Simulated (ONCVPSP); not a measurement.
**Sulfur: generating and testing an ONCV potential**

Do these settings give a usable potential? It is generated, then checked for transferability, scattering, ghosts and hardness.

Program: ONCVPSP 4.0.1. Reference atom: LDA (Perdew-Wang 92), scalar-relativistic, spherical and spin-unpolarised. All values are calculated.

## (1) Settings

The settings as typed:

- element: sulfur (S, Z = 16)
- type: optimised norm-conserving Vanderbilt (ONCV)
- frozen core: [Ne]
- valence charge: 6
- reference configuration: 3s2 3p4
- partial waves: 3s: rc 1.35 bohr, ncon 4, nbas 8, qcut 5.8 1/bohr, 1 projector; 3p: rc 1.80 bohr, ncon 4, nbas 7, qcut 3.8 1/bohr, 1 projector; d scattering state at 0.2 Ha: rc 1.35 bohr, ncon 4, nbas 7, qcut 7.9 1/bohr, local
- local potential: the d channel
- core correction: Teter function fitted to the true core (icmod 2), fcfact 0.65

The nodes and maxima of the atom's own shells, from an earlier all-electron run, set the scale for the radii.

All-electron outer shells of the reference configuration (LDA (PZ), scalar-relativistic, ld1.x):

```csv
shell,level (eV),outermost node (bohr),outermost maximum (bohr)
2s,-210.79,0.13,0.39
2p,-156.52,–,0.33
3s,-17.28,0.60,1.40
3p,-7.11,0.58,1.59
```

## (2) Generating the potential

Contents of S.dat:

```
# ATOM AND REFERENCE CONFIGURATION
# atsym  z   nc   nv     iexc    psfile
  S 16.00    3    2  -001012      upf
#
#   n    l    f
    1    0    2.00
    2    0    2.00
    2    1    6.00
    3    0    2.00
    3    1    4.00
#
# PSEUDOPOTENTIAL AND OPTIMIZATION
# lmax
    2
#
#   l,   rc,      ep,       ncon, nbas, qcut
    0    1.35    0.00    4    8    5.80
    1    1.80    0.00    4    7    3.80
    2    1.35    0.20    4    7    7.90
#
# LOCAL POTENTIAL
# lloc, lpopt,  rc(5),   dvloc0
    2    5    1.35    0.00
#
# VANDERBILT-KLEINMAN-BYLANDER PROJECTORs
# l, nproj, debl
    0    1    2.20
    1    1    2.60
    2    0    0.70
#
# MODEL CORE CHARGE
# icmod, fcfact, rcfact
    2    0.65    1.00
#
# LOG DERIVATIVE ANALYSIS
# epsh1, epsh2, depsh
   -2.00    5.00    0.02
#
# OUTPUT GRID
# rlmax, drl
    6.00    0.01
#
# TEST CONFIGURATIONS
# ncnf
    4
# nvcnf
#   n    l    f
    2
    3    0    2.00
    3    1    3.00
#
    2
    3    0    2.00
    3    1    2.00
#
    2
    3    0    2.00
    3    1    1.00
#
    2
    3    0    2.00
    3    1    3.50
#
```

The run is started by

```
$ oncvpsp.x < S.dat > S.out
```

Before running it: what results should come out? Wanted: cutoffs for 1 and 0.1 mHa per electron, occupied waves; bound ghosts; GHOST(+) flags; largest test error; largest phase difference near zero energy, channels read; rms error of d²Exc/dn², without and with the model core.

**Answer**, as computed:

| quantity | value |
| --- | --- |
| cutoffs for 1 and 0.1 mHa per electron, occupied waves | 13 Ha and 17 Ha |
| bound ghosts | none found |
| GHOST(+) flags | none at low energy |
| largest test error (AE − PS) | +120 meV, for 3s2 3p1 |
| largest phase difference near zero energy, channels read | 0.051 rad |
| rms error of d²Exc/dn², without and with the model core | 3.42 and 0.78 mHa |

What this shows: The worst unpolarised test, 3s2 3p1, is off by 120 meV on 68.4 eV; by total energies transferability rates as fair for so large an energy. That test lies far up in energy; among those under 40 eV, nearer to bonding, the largest error is 36 meV. It counts as soft on the atom at that tolerance, with 13 Ha needed at the looser tolerance. At the looser tolerance the 3s wave is the slowest; 3p needs 6 Ha. That counts occupied waves only; other projectors can need more. The program's ghost test flags no bound state. Near zero energy the largest phase difference among the channels read is 0.05 rad, in the s channel. The pseudo curves have a pole with no partner nearby in the atom's: s at 0.67 Ha. At positive energy that is a spurious or a displaced resonance.
